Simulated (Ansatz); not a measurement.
**AlGeH4N: small, medium and large basis sets**

Aim: see how fast density functionals converge with the basis set for AlGeH4N.

Method: one geometry, several basis sets; program: Ansatz 0.2.0, Gaussian basis.

The runs, in order: PBE0-D4/def2-SVP; ωB97M-V/def2-SVP; PBE0-D4/def2-QZVPP; ωB97M-V/def2-QZVPP; the functionals' def2-TZVPP values are taken from earlier runs.

## (1) Structure used throughout

All runs share one geometry, relaxed beforehand with PBE0-D4 in a triple-zeta def2 set.

SMILES `[NH]1[AlH][GeH2]1`, 7 atoms, charge 0, spin multiplicity 1.

Atoms are counted from 1 here; the program's logs count them from 0.

Bond lengths: N1–Al2 1.747 Å, N1–Ge3 1.914 Å, N1–H4 1.007 Å, Al2–Ge3 2.356 Å, Al2–H5 1.578 Å, Ge3–H6 1.547 Å, Ge3–H7 1.547 Å. Angles: Al2–N1–Ge3 79.9°, Al2–N1–H4 151.4°, Ge3–N1–H4 128.7°, N1–Al2–Ge3 53.2°, N1–Al2–H5 140.4°, Ge3–Al2–H5 166.4°, N1–Ge3–Al2 46.9°, N1–Ge3–H6 112.5°, N1–Ge3–H7 112.5°, Al2–Ge3–H6 126.4°, Al2–Ge3–H7 126.4°, H6–Ge3–H7 107.0°.

## (2) PBE0-D4 in def2-SVP

File in.yaml:

```yaml
crystal:
  periodic: [false, false, false]
  atoms:
    - {symbol: N, position_ang: [-0.658336, -0.546173, -0.422835]}
    - {symbol: Al, position_ang: [0.286728, 0.643504, -1.284926]}
    - {symbol: Ge, position_ang: [0.434101, 0.111472, 1.005171]}
    - {symbol: H, position_ang: [-1.369950, -1.258236, -0.394497]}
    - {symbol: H, position_ang: [0.458895, 1.242717, -2.734390]}
    - {symbol: H, position_ang: [-0.400842, 0.734792, 2.149004]}
    - {symbol: H, position_ang: [1.310703, -0.996076, 1.636773]}
basis:
  gaussian: {orbitals: def2-SVP}
hamiltonian: {xc: pbe0, dispersion: d4}
output: {orbitals: {seedname: orbitals}}
```

Run with:

```sh
ansatz run in.yaml --threads 2 --pin off --events-out ev --progress --plain --max-ram 4352MiB
```

Further steps of the session: ωB97M-V in def2-SVP; PBE0-D4 in def2-QZVPP; ωB97M-V in def2-QZVPP.

**Question.** What will the summary of the whole plan be? Wanted: PBE0-D4: double and triple zeta above quadruple; ωB97M-V: double and triple zeta above quadruple.

**Answer**, as computed:

| quantity | value |
| --- | --- |
| PBE0-D4: double and triple zeta above quadruple | 12.84, 1.52 eV |
| ωB97M-V: double and triple zeta above quadruple | 12.82, 1.47 eV |

**Reading.** PBE0-D4 gains 11.32 eV from double to triple zeta, then 1.52 eV more. These are total energies; as a rule much of such shifts cancels in differences, which this series doesn't test. The LUMO of ωB97M-V is positive and keeps falling with the basis (0.90 to 0.35 eV): an unbound level that the basis holds in place.
